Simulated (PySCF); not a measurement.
# GeBr⁺ at other levels of theory

Starting from one script, swap the method and compare what comes out for GeBr⁺.

Program: PySCF 2.14.0. Level of theory: method and basis as typed in the scripts. These are calculated values, not measurements.

1 further run of the same task is left out (it didn't finish).

## (1) Starting geometry

GeBr⁺: 2 atoms, charge 1, spin multiplicity 1.

Bond lengths: Ge1–Br2 2.138 Å.

## (2) The base run

input.py reads:

```python
from pyscf import gto, scf, tdscf

mol = gto.M(
    atom='Ge 0 0 0; Br 0 0 2.138',
    basis='3-21g',
    charge=1,
    spin=0,
    verbose=4,
)
mf = scf.RHF(mol)
mf.kernel()
td = tdscf.TDHF(mf)
td.nstates = 8
td.kernel()
td.analyze()
mf.dip_moment()
print('orbital energies (hartree):', mf.mo_energy[..., max(0, mol.nelec[1]-3):mol.nelec[0]+3].round(4))
```

Run with:

```bash
> python input.py
```

## (3) SCF alone

Run 1 changes step after the SCF: tddft → none.

input.py: that of step 2 with these lines changed.

```diff
@@ -1,2 +1,2 @@
-from pyscf import gto, scf, tdscf
+from pyscf import gto, scf
 
@@ -11,6 +11,2 @@
 mf.kernel()
-td = tdscf.TDHF(mf)
-td.nstates = 8
-td.kernel()
-td.analyze()
 mf.dip_moment()
```

## (4) Tpss (RKS)

Run 2 changes functional: none (Hartree–Fock) → tpss; SCF type: RHF → RKS; step after the SCF: tddft → analyze.

input.py reads:

```python
from pyscf import gto, dft

mol = gto.M(
    atom='Ge 0 0 0; Br 0 0 2.138',
    basis='3-21g',
    charge=1,
    spin=0,
    verbose=4,
)
mf = dft.RKS(mol, xc='tpss')
mf.kernel()
mf.analyze()
print('orbital energies (hartree):', mf.mo_energy[..., max(0, mol.nelec[1]-3):mol.nelec[0]+3].round(4))
```

## (5) Population analysis

Run 3 changes step after the SCF: tddft → analyze.

input.py reads:

```python
from pyscf import gto, scf

mol = gto.M(
    atom='Ge 0 0 0; Br 0 0 2.138',
    basis='3-21g',
    charge=1,
    spin=0,
    verbose=4,
)
mf = scf.RHF(mol)
mf.kernel()
mf.analyze()
print('orbital energies (hartree):', mf.mo_energy[..., max(0, mol.nelec[1]-3):mol.nelec[0]+3].round(4))
```

## (6) Scan (RKS)

Run 4 changes functional: none (Hartree–Fock) → scan; SCF type: RHF → RKS; step after the SCF: tddft → analyze.

input.py reads:

```python
from pyscf import gto, dft

mol = gto.M(
    atom='Ge 0 0 0; Br 0 0 2.138',
    basis='3-21g',
    charge=1,
    spin=0,
    verbose=4,
)
mf = dft.RKS(mol, xc='scan')
mf.kernel()
mf.analyze()
print('orbital energies (hartree):', mf.mo_energy[..., max(0, mol.nelec[1]-3):mol.nelec[0]+3].round(4))
```

## (7) TDA

Run 5 changes step after the SCF: tddft → tda; number of roots: 8 → 6.

input.py: that of step 2 with these lines changed.

```diff
@@ -11,4 +11,4 @@
 mf.kernel()
-td = tdscf.TDHF(mf)
-td.nstates = 8
+td = tdscf.TDA(mf)
+td.nstates = 6
 td.kernel()
```

**Question.** What will these runs give? Wanted: for each run, E(SCF); from base; gap; after the SCF.

As calculated:

| run | E(SCF) (hartree) | from base (eV) | cycles | gap (eV) | after the SCF |
| --- | --- | --- | --- | --- | --- |
| base | -4625.123581 | 0 | 8 | 11.15 | lowest root found 4.72 eV |
| SCF alone | -4625.123581 | 0.0000 | 8 | 11.15 | n/a |
| tpss (RKS) | -4628.232455 | not comparable | 8 | 4.28 | n/a |
| population analysis | -4625.123581 | 0.0000 | 8 | 11.15 | n/a |
| scan (RKS) | -4628.769638 | not comparable | 8 | 4.44 | n/a |
| TDA | -4625.123581 | 0.0000 | 8 | 11.15 | lowest root found 4.88 eV |

In words: Total energies of different functionals can't be compared with each other; differences within one functional can.
